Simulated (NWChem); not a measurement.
# C2H5N (SMILES C=NC): PBE0/jorge-DZP

Aim: the electronic atomisation energy of C2H5N at PBE0/jorge-DZP, from 4 runs. 

The results are computed with NWChem 7.3.0.

2 further runs of the same task are left out: 1 that didn't finish, 1 set aside as unsound or not needed.

**1. The molecule**

C2H5N: 8 atoms, total charge 0, spin state singlet. As SMILES, `C=NC`. Geometry: relaxed at PBE0-D4/def2-TZVP.

Bond lengths: C1–N2 1.257 Å, N2–C3 1.439 Å, C1–H4 1.100 Å, C1–H5 1.090 Å, C3–H6 1.100 Å, C3–H7 1.093 Å, C3–H8 1.093 Å. Angles: C1–N2–C3 117.9°, N2–C1–H4 123.2°, N2–C1–H5 119.4°, N2–C3–H6 113.7°, N2–C3–H7 109.0°, N2–C3–H8 109.1°, H4–C1–H5 117.3°, H6–C3–H7 109.1°, H6–C3–H8 109.1°, H7–C3–H8 106.7°.

**2. A single-point energy at PBE0/jorge-DZP (run 1)**

Contents of calc.nw:

```
start calc
title "C2H5N energy"
memory total 2200 mb
geometry noautosym nocenter noautoz
  C     -0.710300     0.748600    -0.789300
  N      0.446000     0.313400    -0.558400
  C      0.623700    -0.564000     0.568100
  H     -1.585200     0.492200    -0.173900
  H     -0.872600     1.413800    -1.636900
  H     -0.302900    -0.759200     1.127700
  H      1.036200    -1.514100     0.218000
  H      1.365100    -0.130600     1.244700
end
basis spherical bse
  * library jorge-DZP
end
dft
  xc pbe0
  grid fine
  convergence energy 1e-08
  iterations 100
  mulliken
  print low
end
task dft
```

Started as:

```bash
$ nwchem calc.nw > calc.out
```

Output:

```text
[...]
 d= 0,ls=0.0,diis     1   -133.7522873069 -2.06D+02  1.14D-02  3.04D-01     1.6
[...]
 d= 0,ls=0.0,diis    10   -133.7890581474 -2.73D-09  2.02D-07  1.34D-10    12.6
         Total DFT energy =     -133.789058147392
      One electron energy =     -322.882628550688
           Coulomb energy =      136.008240702044
    Exchange-Corr. energy =      -19.427929852440
 Nuclear repulsion energy =       72.513259553693
[...]
      Total Density - Mulliken Population Analysis
     ---------------------------------------------
    Atom       Charge   Shell Charges
 -----------   ------   -------------------------------------------------------
    1 C    6     6.06   0.93  1.05  0.71  0.45  2.41  0.43  0.07
    2 N    7     7.15   0.94  1.03  0.81  0.77  2.80  0.76  0.04
    3 C    6     6.11   0.93  1.05  0.69  0.41  2.52  0.45  0.06
    4 H    1     0.96   0.74  0.20  0.02
    5 H    1     0.94   0.74  0.17  0.02
    6 H    1     0.96   0.74  0.19  0.02
    7 H    1     0.91   0.73  0.16  0.02
    8 H    1     0.91   0.73  0.16  0.02
[...]
```

Run time: 13 s. Hardware: 1 thread of Intel Xeon Platinum 8259CL at 2.50GHz (Skylake/Cascade Lake), shared host; peak memory 0.11 GiB.

**3. The C atom at the same level (run 2)**

Contents of geom.nw:

```
start geom
memory total 2200 mb

geometry units angstroms noautosym nocenter noautoz
  C      0.000000     0.000000     0.000000
end

basis "ao basis" spherical bse
  * library jorge-DZP
end

dft
  xc pbe0
  mult 3
  grid fine
  convergence energy 1e-08
  iterations 100
  mulliken
  noprint "final vectors analysis"
end

task dft energy
```

Run the same way, it converges to -37.80149 Eh (log not shown).

Run 3 isn't shown in full; the table further down has it.

**4. The N atom (run 4)**

Contents of mol.nw:

```
start mol
title "N energy"
memory total 2200 mb
charge 0

geometry units angstroms noautosym nocenter noautoz
N      0.000000     0.000000     0.000000
end

basis spherical bse
* library jorge-DZP
end

dft
xc pbe0
mult 4
grid fine
convergence energy 1e-08
iterations 100
mulliken
noprint "final vectors analysis"
end

task dft energy
```

Run the same way, it converges to -54.53718 Eh (log not shown).

**5. All runs side by side**

```tsv
run	level	partner	energy (Eh)	wall time
1	PBE0/jorge-DZP	base	-133.789058	13 s
2	UPBE0/jorge-DZP	atoms	-37.801486	0.85 s
3	UPBE0/jorge-DZP	atoms	-0.500522	0.66 s
4	UPBE0/jorge-DZP	atoms	-54.537183	0.82 s
```

**6. Outcome**

Level: PBE0/jorge-DZP.

| quantity | value |
| --- | --- |
| N atom: total energy | -54.53718 Eh |
| N atom: ⟨S²⟩ | 3.752 |
| electronic atomisation energy | 31.192 eV |

Taking the molecule apart into free atoms costs 31.19 eV (719 kcal/mol), before zero-point energy and without spin-orbit coupling. All runs together took 16 s, the longest 13 s.
